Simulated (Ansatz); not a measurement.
# ClF4H4SiTa: a nudged elastic band in two tries

Aim: a band of images between two relaxed ends for this system.

Method: RKS PBE/def2-SVP, in Ansatz 0.2.0.

### Step 1. The system as given

Bond lengths: Ta1–F2 1.891 Å, Ta1–Cl3 2.348 Å, Ta1–F4 1.894 Å, Ta1–F5 1.893 Å, Ta1–F6 1.860 Å, Si7–H8 1.496 Å, Si7–H9 1.499 Å, Si7–H10 1.496 Å, Ta1–H11 2.299 Å, Si7–H11 1.520 Å. Angles (14 of 22 angles, heavy atoms first): F2–Ta1–Cl3 88.5°, F2–Ta1–F4 86.6°, F2–Ta1–F5 152.3°, F2–Ta1–F6 103.5°, Cl3–Ta1–F4 157.4°, Cl3–Ta1–F5 87.9°, Cl3–Ta1–F6 101.6°, F4–Ta1–F5 86.3°, F4–Ta1–F6 100.9°, F5–Ta1–F6 104.1°, F2–Ta1–H11 72.7°, Cl3–Ta1–H11 82.8°, F4–Ta1–H11 74.7°, F5–Ta1–H11 79.6°.

As a file:

```xyz
11

Ta   -0.0349   -0.3292    0.0392
F     1.7535   -0.9331    0.1599
Cl   -0.2336   -0.6443    2.3573
F     0.4813    0.5216   -1.5726
F    -1.3643    1.0114    0.1784
F    -0.9492   -1.8083   -0.6205
Si    1.3764    2.6979    1.5634
H     1.7644    2.2315    2.9309
H     2.4512    3.5291    0.9309
H     0.0552    3.3987    1.5597
H     1.2513    1.4637    0.6841
```

### Step 2. First try

Input file input.yaml:

```yaml
crystal:
  periodic: [false, false, false]
  atoms:
    - { symbol: Ta, position_ang: [-0.034895, -0.329157, 0.039203] }
    - { symbol: F, position_ang: [1.753501, -0.933114, 0.159905] }
    - { symbol: Cl, position_ang: [-0.233592, -0.644316, 2.357307] }
    - { symbol: F, position_ang: [0.481317, 0.521635, -1.572584] }
    - { symbol: F, position_ang: [-1.36429, 1.011378, 0.178409] }
    - { symbol: F, position_ang: [-0.949162, -1.808343, -0.62054] }
    - { symbol: Si, position_ang: [1.376405, 2.697858, 1.563355] }
    - { symbol: H, position_ang: [1.764408, 2.231468, 2.930934] }
    - { symbol: H, position_ang: [2.451236, 3.529121, 0.930937] }
    - { symbol: H, position_ang: [0.055206, 3.398689, 1.559748] }
    - { symbol: H, position_ang: [1.251266, 1.463681, 0.684124] }
basis:
  gaussian: { orbitals: def2-SVP }
hamiltonian:
  xc: pbe
neb:
  order_check: false
  images: 0
  f_tol: 0.03
  max_iterations: 8
  climbing: false
  final_atoms:
    - { symbol: Ta, position_ang: [-0.33925735, 0.17410387, 0.32832973] }
    - { symbol: F, position_ang: [1.96358833, -0.02139113, 0.03656127] }
    - { symbol: Cl, position_ang: [-0.06341499, -0.72101898, 2.47503583] }
    - { symbol: F, position_ang: [-0.22064214, 1.24268755, -1.23338363] }
    - { symbol: F, position_ang: [-2.14226077, 0.57865902, 0.5731879] }
    - { symbol: F, position_ang: [0.01162349, -1.44485405, -0.57968179] }
    - { symbol: Si, position_ang: [0.94477129, 2.32818671, 1.40161112] }
    - { symbol: H, position_ang: [0.87088346, 2.56533812, 2.88511959] }
    - { symbol: H, position_ang: [2.45040181, 2.01327267, 1.18161351] }
    - { symbol: H, position_ang: [0.77859549, 3.6288315, 0.6598994] }
    - { symbol: H, position_ang: [2.29711137, 0.7950847, 0.48250507] }
  initial_path:
    images:
      - { positions_ang: [[-0.034895, -0.329157, 0.039203], [1.753501, -0.933114, 0.159905], [-0.233592, -0.644316, 2.357307], [0.481317, 0.521635, -1.572584], [-1.36429, 1.011378, 0.178409], [-0.949162, -1.808343, -0.62054], [1.376405, 2.697858, 1.563355], [1.764408, 2.231468, 2.930934], [2.451236, 3.529121, 0.930937], [0.055206, 3.398689, 1.559748], [1.251266, 1.463681, 0.684124]] }
      - { positions_ang: [[-0.02175098, -0.19112277, 0.01569918], [1.96316756, -0.56356073, 0.09888527], [-0.15276559, -0.39241874, 2.39441582], [0.29719366, 0.32888567, -1.72325912], [-1.19805868, 1.28592599, 0.10300948], [-0.96353969, -1.74284324, -0.3930457], [1.18808462, 2.50749926, 1.56127497], [1.57984397, 2.03699235, 2.91040368], [2.29054702, 3.2578147, 0.92019516], [-0.03552099, 3.31824876, 1.61471344], [1.6041991, 1.29347875, 0.70850582]] }
      - { positions_ang: [[-0.00860695, -0.05308854, -0.00780464], [2.17283412, -0.19400746, 0.03786554], [-0.07193918, -0.14052149, 2.43152464], [0.11307033, 0.13613635, -1.87393424], [-1.03182736, 1.56047397, 0.02760997], [-0.97791737, -1.67734348, -0.16555141], [0.99976424, 2.31714051, 1.55919493], [1.39527993, 1.84251671, 2.88987336], [2.12985804, 2.9865084, 0.90945333], [-0.12624799, 3.23780852, 1.66967888], [1.95713219, 1.12327651, 0.73288764]] }
      - { positions_ang: [[-0.06947942, 0.04756363, 0.05002071], [2.21485158, -0.01166288, 0.0131968], [-0.03790378, -0.15586209, 2.4550704], [-0.0273215, 0.28034686, -1.80609417], [-1.18742151, 1.47393018, 0.10656575], [-0.78576027, -1.60464569, -0.15737976], [0.9134375, 2.24320626, 1.52684616], [1.21657502, 1.90929073, 2.88071048], [2.1296912, 2.68333874, 0.95958863], [0.01842991, 3.28383702, 1.48970915], [2.16630127, 0.98955725, 0.69256385]] }
      - { positions_ang: [[-0.20436838, 0.11083375, 0.18917522], [2.08921996, -0.01652701, 0.02487903], [-0.05065938, -0.43844054, 2.46505312], [-0.12398182, 0.7615172, -1.5197389], [-1.66484114, 1.0262946, 0.33987682], [-0.38706839, -1.52474987, -0.36853077], [0.9291044, 2.28569649, 1.46422864], [1.04372924, 2.23731443, 2.88291504], [2.2900465, 2.3483057, 1.07060107], [0.3985127, 3.45633426, 1.07480428], [2.23170632, 0.89232097, 0.58753446]] }
      - { positions_ang: [[-0.33925735, 0.17410387, 0.32832973], [1.96358833, -0.02139113, 0.03656127], [-0.06341499, -0.72101898, 2.47503583], [-0.22064214, 1.24268755, -1.23338363], [-2.14226077, 0.57865902, 0.5731879], [0.01162349, -1.44485405, -0.57968179], [0.94477129, 2.32818671, 1.40161112], [0.87088346, 2.56533812, 2.88511959], [2.45040181, 2.01327267, 1.18161351], [0.77859549, 3.6288315, 0.6598994], [2.29711137, 0.7950847, 0.48250507]] }
```

Started as:

```sh
> ansatz run input.yaml --threads 4 --pin off --max-ram 5120MiB --backend cpu --events-out ev --progress --plain --runs-dir out
```

What does the calculation give? Wanted: first try.

As calculated:

| quantity | value |
| --- | --- |
| first try | refused |
| cause | the band is given no inner image |

In words: The fault in the first input was caught at the input check and cost nothing.
